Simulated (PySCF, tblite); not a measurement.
# C₄H₆BO₂ radical: geometry, infrared bands and EPR parameters

Wanted: the infrared bands and EPR parameters of C₄H₆BO₂ radical (`C=C[C]1COBO1`), by calculation.

Programs: tblite 0.8.0 and PySCF 2.14.0, with density-fitted response routines of our own. Each step states its level of theory. These are calculated values for one molecule in the gas phase, unless marked as measured. Atoms are numbered from 0 throughout.

## (1) The starting structure

13 atoms, charge 0, multiplicity 2; geometry from: force field or distance geometry start.

Bonds of the start (Å): C0–C1 1.35, C1–C2 1.48, C2–C3 1.53, C3–O4 1.39, O4–B5 1.48, B5–O6 1.48, O6–C2 1.40, C0–H7 1.11, C0–H8 1.10, C1–H9 1.09, C3–H10 1.10, C3–H11 1.12, B5–H12 1.21.

## (2) Geometry optimisation with GFN2-xTB

Job settings and geometry (Å):

```
{"job": {"kind": "relax", "xc": "GFN2-xTB", "basis": "xTB"}, "charge": 0, "multiplicity": 2}
C      2.270100    -0.153200    -0.009800
C      0.990000     0.259600    -0.054900
C     -0.021400    -0.629400    -0.670200
C     -1.243600    -0.689900     0.247900
O     -2.325400    -0.260500    -0.519000
B     -1.619300     0.739700    -1.349600
O     -0.465100    -0.031200    -1.853500
H      3.022400     0.512100     0.462500
H      2.585600    -1.119100    -0.426500
H      0.762900     1.220700     0.395600
H     -1.363200    -1.704300     0.667400
H     -1.173900     0.021400     1.105600
H     -1.423500     1.834600    -0.874500
```

Run with:

```console
$ OMP_NUM_THREADS=1 python probes_run.py task.json out
```

One launch serves the whole session: the jobs run in the order shown.

Log:

```text
step      E/eV     max force
  0    -568.02124    3.368
  1    -568.41811    2.372
  2    -568.64735    1.347
  3    -568.75025    1.041
  4    -568.84287    0.861
  5    -568.88427    0.832
  6    -568.97227    0.756
  7    -569.06395    1.177
  8    -569.22940    1.696
  9    -569.41949    1.982
 10    -569.61810    2.236
 11    -569.82847    1.895
 12    -570.06497    1.499
 13    -570.21470    1.440
 14    -570.38174    0.935
 15    -570.44330    0.608
 16    -570.49568    0.582
 17    -570.51160    0.769
 18    -570.53691    0.414
 19    -570.55233    0.278
 20    -570.56316    0.208
 21    -570.56972    0.227
 22    -570.57554    0.234
 23    -570.58673    0.258
 24    -570.60093    0.374
 25    -570.61557    0.357
 26    -570.62727    0.283
 27    -570.63923    0.257
 28    -570.65333    0.303
 29    -570.67004    0.425
 30    -570.68597    0.380
 31    -570.70104    0.329
 32    -570.71705    0.349
 33    -570.73578    0.358
 34    -570.75205    0.529
 35    -570.76305    0.427
 36    -570.77368    0.309
 37    -570.78114    0.172
 38    -570.78644    0.221
 39    -570.79257    0.205
 40    -570.79794    0.220
 41    -570.80288    0.207
 42    -570.80870    0.240
 43    -570.81950    0.314
 44    -570.82375    0.547
 45    -570.85321    0.404
 46    -570.88866    0.460
 47    -570.91509    0.630
 48    -570.95559    0.959
 49    -570.99675    0.682
 50    -571.07433    0.791
 51    -571.10478    0.988
 52    -571.15129    0.591
 53    -571.19242    0.487
 54    -571.23217    0.612
 55    -571.27304    0.579
 56    -571.29992    0.524
 57    -571.33104    0.527
 58    -571.36790    0.600
 59    -571.39707    0.350
 60    -571.41053    0.365
 61    -571.42323    0.350
 62    -571.43792    0.407
 63    -571.44979    0.298
 64    -571.46466    0.327
 65    -571.48388    0.320
 66    -571.49502    0.283
 67    -571.50121    0.243
 68    -571.50824    0.227
 69    -571.51986    0.284
 70    -571.53096    0.287
 71    -571.55626    0.406
 72    -571.58157    0.595
 73    -571.60055    0.535
 74    -571.61546    0.265
 75    -571.62174    0.166
 76    -571.62580    0.168
 77    -571.62809    0.110
 78    -571.63035    0.112
 79    -571.63328    0.104
 80    -571.63457    0.144
 81    -571.63650    0.165
 82    -571.63784    0.151
 83    -571.63876    0.089
 84    -571.63922    0.066
 85    -571.63956    0.068
 86    -571.63986    0.069
 87    -571.64012    0.050
 88    -571.64033    0.033
 89    -571.64047    0.037
 90    -571.64056    0.036
 91    -571.64063    0.025
 92    -571.64068    0.017
 93    -571.64073    0.016
 94    -571.64077    0.016
 95    -571.64080    0.014
 96    -571.64082    0.011
 97    -571.64084    0.014
 98    -571.64086    0.016
 99    -571.64088    0.011
100    -571.64089    0.009
```

Run time: 0.49 s. Hardware: 1 thread of Arm Neoverse V1, shared host.

The steps of the relaxation: (not every step is listed)

| step | energy from step 0 (eV) | largest force (eV/Å) |
| --- | --- | --- |
| 0 | 0.0000 | 3.3684 |
| 1 | -0.3969 | 2.3718 |
| 2 | -0.6261 | 1.3475 |
| 3 | -0.7290 | 1.0408 |
| 4 | -0.8216 | 0.8610 |
| 5 | -0.8630 | 0.8320 |
| 6 | -0.9510 | 0.7563 |
| 7 | -1.0427 | 1.1771 |
| 8 | -1.2082 | 1.6965 |
| 16 | -2.4744 | 0.5817 |
| 24 | -2.5797 | 0.3736 |
| 32 | -2.6958 | 0.3490 |
| 40 | -2.7767 | 0.2198 |
| 48 | -2.9343 | 0.9590 |
| 56 | -3.2787 | 0.5242 |
| 64 | -3.4434 | 0.3266 |
| 72 | -3.5603 | 0.5949 |
| 80 | -3.6133 | 0.1437 |
| 88 | -3.6191 | 0.0335 |
| 95 | -3.6196 | 0.0139 |
| 96 | -3.6196 | 0.0110 |
| 97 | -3.6196 | 0.0141 |
| 98 | -3.6196 | 0.0161 |
| 99 | -3.6196 | 0.0114 |
| 100 | -3.6196 | 0.0092 |

Distances of close pairs at the start and the end, largest changes first:

```
  bond  before (Å)  after (Å)  change (Å)
 O4–B5       1.479      1.355      -0.125
 B5–O6       1.477      1.373      -0.104
 C1–C2       1.480      1.383      -0.098
B5–H12       1.209      1.159      -0.051
 C2–O6       1.398      1.359      -0.039
 C0–H7       1.110      1.073      -0.037
 C2–C3       1.530      1.504      -0.026
 C0–H8       1.098      1.075      -0.023
```

The final coordinates are the input of the step that follows.

## (3) Infrared spectrum with GFN2-xTB

Job settings and geometry (Å):

```
{"job": {"kind": "ir", "xc": "GFN2-xTB", "basis": "xTB"}, "charge": 0, "multiplicity": 2}
C      2.142723    -0.414560     0.499950
C      1.369984     0.490361    -0.168397
C      0.014948     0.349481    -0.406388
C     -0.908607    -0.770243    -0.012918
O     -2.164706    -0.369113    -0.525160
B     -2.011604     0.828376    -1.140173
O     -0.715616     1.276561    -1.080071
H      3.191080    -0.239526     0.649077
H      1.731584    -1.324983     0.896522
H      1.823131     1.394329    -0.551603
H     -0.625293    -1.733704    -0.457569
H     -0.983960    -0.899723     1.075268
H     -2.868054     1.413230    -1.657516
```

Log:

```text
mode    cm-1     km/mol
  1     129.2      1.58
  2     193.4      0.35
  3     219.4      0.01
  4     340.5     11.90
  5     455.3      6.37
  6     474.9      0.19
  7     565.4      1.82
  8     612.4      1.44
  9     748.7     18.25
 10     753.5      8.87
 11     755.7     87.11
 12     839.6      8.76
 13     919.7     23.71
 14     921.3     13.63
 15     966.9      7.16
 16     993.0      2.85
 17    1021.7      2.28
 18    1116.2    258.11
 19    1121.2      2.88
 20    1133.2    163.05
 21    1191.9    135.67
 22    1256.3     37.71
 23    1269.0     71.85
 24    1345.3     14.52
 25    1436.9      5.77
 26    1469.6     23.21
 27    1517.0      2.45
 28    2757.5     97.96
 29    2854.6     22.46
 30    2892.2     14.82
 31    3075.0     14.98
 32    3126.7     20.38
 33    3164.2     27.72
```

It took 0.3 s on 1 thread of Arm Neoverse V1, shared host.

Which atoms move in the most intense modes:

```
cm⁻¹  km/mol                                 atoms
 756    87.1                     H12 64 %, B5 32 %
1116   258.1             B5 42 %, O6 24 %, O4 15 %
1133   163.1             B5 41 %, O4 26 %, C3 10 %
1192   135.7             C2 39 %, O6 19 %, H9 13 %
1256    37.7  H11 20 %, H10 20 %, H9 17 %, C3 14 %
1269    71.8                      H9 37 %, C2 19 %
2758    98.0                              H12 91 %
3164    27.7                      H7 67 %, H8 23 %
```

## (4) g tensor and hyperfine couplings: B3LYP/pcH-1

Settings changed since step 3:

```diff
@@ -1,2 +1,2 @@
-{"job": {"kind": "ir", "xc": "GFN2-xTB", "basis": "xTB"}, "charge": 0, "multiplicity": 2}
+{"job": {"kind": "epr", "basis": "pcH-1"}, "charge": 0, "multiplicity": 2}
 C      2.142723    -0.414560     0.499950
```

With the program's defaults for keys left out, this is: UKS B3LYP, pcH-1 on B C H O, non-relativistic, mean-field spin-orbit, GIAO.

Log:

```text
UKS, coarse grid
  cycle   1  E = -331.25413061  |g| = 6.03e-01
  cycle   2  E = -331.06096470  |g| = 9.52e-01
  cycle   3  E = -331.38329540  |g| = 8.19e-02
  cycle   4  E = -331.38579186  |g| = 4.53e-02
  cycle   5  E = -331.38668785  |g| = 1.67e-02
  cycle   6  E = -331.38681955  |g| = 6.92e-03
  cycle   7  E = -331.38685600  |g| = 2.50e-03
  cycle   8  E = -331.38686329  |g| = 1.42e-03
  cycle   9  E = -331.38686477  |g| = 3.16e-04
UKS, final grid
  cycle   1  E = -331.38683679  |g| = 3.61e-04
  cycle   2  E = -331.38683675  |g| = 4.87e-04
  cycle   3  E = -331.38683686  |g| = 3.81e-05
  cycle   4  E = -331.38683686  |g| = 2.05e-05
E = -331.38683686 Eh   <S^2> = 0.7722 (exact 0.7500)
g shifts (ppm)      1          2          3
  rmc          -164       -164       -164
  gc             -2         39         32
  oz_so         -31        711       1500
  total        -197        586       1368
hyperfine (MHz)  atom isotope    a_iso     a_fc   dipolar eigenvalues
    0   13C      49.26      49.26    -47.34    -45.52     92.87
    1   13C     -45.12     -45.12    -25.01      9.77     15.24
    2   13C      59.07      59.07    -52.33    -51.96    104.29
    3   13C     -23.42     -23.42     -0.80     -0.10      0.90
    4   17O      -0.63      -0.63     -2.49      0.73      1.76
    5   11B       0.21       0.21     -2.62      0.65      1.98
    6   17O      -7.52      -7.52    -29.55     14.06     15.49
    7    1H     -39.15     -39.15    -23.23     -0.11     23.33
    8    1H     -36.81     -36.81    -19.88     -1.00     20.89
    9    1H      10.55      10.55     -5.03     -1.16      6.19
   10    1H      66.90      66.90     -3.26     -1.94      5.21
   11    1H      66.98      66.98     -3.26     -1.94      5.21
   12    1H      -3.69      -3.69     -2.30     -1.37      3.67
```

Wall time 39 s (1 thread of Arm Neoverse V1, shared host); peak memory 0.85 GiB.

Principal g values 2.00212, 2.00291, 2.00369; g(iso) = 2.00291, against 2.00232 for a free electron.

Mean a(iso) over the nuclei that a row names, and the largest dipolar term of the row (other rows stand at the frozen geometry):

```csv
nuclei,isotope,a(iso) (MHz),"a(iso) (G, at g = 2.0023)",largest dipolar term (MHz)
"H10, H11",1H,66.9,23.9,5.2
C2,13C,59.1,21.1,104.3
C0,13C,49.3,17.6,92.9
C1,13C,-45.1,-16.1,-25.0
H7,1H,-39.1,-14.0,23.3
H8,1H,-36.8,-13.1,20.9
C3,13C,-23.4,-8.4,0.9
H9,1H,10.6,3.8,6.2
O6,17O,-7.5,-2.7,-29.6
H12,1H,-3.7,-1.3,3.7
O4,17O,-0.6,-0.2,-2.5
B5,11B,0.2,0.1,-2.6
```

Mulliken spin populations:

C0 0.63; C1 -0.24; C2 0.57; C3 -0.05; O4 0.01; B5 0.02; O6 0.05; H7 -0.03; H8 -0.03; H9 0.01; H10 0.03; H11 0.03; H12 0.00

In first order the couplings over 0.8 MHz of 1H give 48 distinct lines over 80.0 G, if the averaged nuclei exchange fast; the same motion can average rows kept apart here too.

The fields below are evaluated on a grid from the run's orbitals.

ELF in a plane through or near 11 of the atoms.

Ten even steps from '0' (0.00) to '9' (1.00):
```
0000000000000000000000000000
0000000000000000000000000000
0000000000000000000000000000
0000000003661000000000000000
0000000039996003420001000000
0000000039997037850028840000
0000000018996048972189993000
0000586105885257374599997000
0004999847338648781199998000
0005999937848214222179995000
0002899732633586158622231000
0000244688500584576730000000
0000002999900322678862000000
0000003999700476348862000000
0000001798200365114530000000
0000000131000121000100000000
0000000000000000000000000000
0000000000000000000000000000
0000000000000000000000000000
0000000000000000000000000000
```
The map spans 11.9 Å across and 9.0 Å up, centred on the molecule. Atoms in the plane (x, y in Å): C0 (-2.3, 0.0), C1 (-1.2, 0.8), C2 (0.1, 0.4), C3 (0.7, -1.0), O4 (2.1, -0.8), B5 (2.3, 0.5), O6 (1.2, 1.2), H7 (-3.3, 0.4), H8 (-2.2, -1.1), H9 (-1.4, 1.9), H12 (3.4, 1.0).

On the surface of density 0.002 e/bohr³ the electrostatic potential runs, from the 1st to the 99th percentile, from -1.10 V near O4 to 1.14 V near B5.

The spin density lies nearest to C0, C2 about 31 % each; C1 9 % (beta excess); H7, H8 about 6 % each; O6 6 %.

## (5) Outcome

| quantity | value |
| --- | --- |
| strongest single infrared mode (GFN2-xTB) | 1116 cm⁻¹, 258 km/mol |
| zero-point energy (GFN2-xTB) | 59.5 kcal/mol |
| g(iso) (B3LYP) | 2.00291 |
| ⟨S²⟩ | 0.772 (exact 0.75) |
| largest a(iso) (averaged by class) | 1H on H10, H11, 66.9 MHz |
| potential on the surface of density 0.002 e/bohr³, 1st and 99th percentile | -1.10 V and 1.14 V |

What this shows: The optimisation took 100 steps and gained 3.620 eV; among the close pairs (by a distance rule), O4–B5 changed most, from 1.479 to 1.355 Å. No mode is imaginary among the 33: a minimum at this level. The strongest single mode, at 1116 cm⁻¹, is carried by B5, O6, O4. Unscaled tight-binding wavenumbers are off by several per cent, some by more. Its intensities can rank the bands wrongly. The largest spin populations lie on C0 (0.63 e), C2 (0.57 e). The isotropic g lies 0.6 ppt above the free-electron value. These values are for one conformer; the search (at its own cheap level) found 2 more, at 0.00, 0.92 kcal/mol (those within 0.05 may be mirror or relabelled copies), and measured spectra average over such forms.
